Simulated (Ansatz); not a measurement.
# TlMo2: the cost of one run

Computed with Ansatz 0.2.0 (DFT PBE, scalar-relativistic, plane waves, PAW, unless a step's input says otherwise).

### Step 1. Starting point

It takes space group Fd-3m (No. 227, cubic). Conventional cell: a = 7.788 Å, b = 7.788 Å, c = 7.788 Å, α = 90.00°, β = 90.00°, γ = 90.00°. Tl (site symmetry -43m) is surrounded by 12 Mo at 3.23 Å and 4 Tl at 3.37 Å. Around Mo (site symmetry -3m) lie 6 Mo at 2.75 Å.

Coordinates:

```
CELL_PARAMETERS angstrom
0.00000 3.89417 3.89417
3.89417 0.00000 3.89417
3.89417 3.89417 0.00000
ATOMIC_POSITIONS crystal
Tl 0.00000 0.00000 0.00000
Tl 0.25000 0.25000 0.25000
Mo 0.62500 0.62500 0.62500
Mo 0.12500 0.62500 0.62500
Mo 0.62500 0.62500 0.12500
Mo 0.62500 0.12500 0.62500
```

This is candidate A: cubic Laves (C15) type (Fd-3m, No. 227).

(A quick probe on a coarse mesh, which set the mesh and smearing, is not shown.)

### Step 3. A loose first relaxation (candidate A)

Input file input.yaml:

```yaml
crystal:
  lattice:
    - [0.0, 3.89416666, 3.89416666]
    - [3.89416666, 0.0, 3.89416666]
    - [3.89416666, 3.89416666, 0.0]
  atoms:
    - { symbol: Tl, position: [0.0, 0.0, 0.0] }
    - { symbol: Tl, position: [0.25, 0.25, 0.25] }
    - { symbol: Mo, position: [0.625, 0.625, 0.625] }
    - { symbol: Mo, position: [0.125, 0.625, 0.625] }
    - { symbol: Mo, position: [0.625, 0.625, 0.125] }
    - { symbol: Mo, position: [0.625, 0.125, 0.625] }
basis:
  ecutwfc: 420
kpoints:
  mp_grid: { grid: [4, 4, 4] }
hamiltonian:
  xc: pbe
scf:
  occupations: { method: gaussian, width: 0.1 }
  lower_state_search: "off"
output:
  forces: true
  stress: true
  eigenvalues: true
relax:
  adjacent_minimum: "off"
  f_tol: 0.04
  max_steps: 70
  cell: { stress_tol: 0.4 }
```

The run is started by

```
$ ansatz run input.yaml --threads 1 --pin off --max-ram 2560MiB --backend cpu --events-out ev --progress --plain --runs-dir out
```

Q: Estimate wall time and peak memory on 1 thread of Intel Xeon 6975P-C (Granite Rapids), shared host.

About 7.3 s, with a peak of 0.45 GiB.
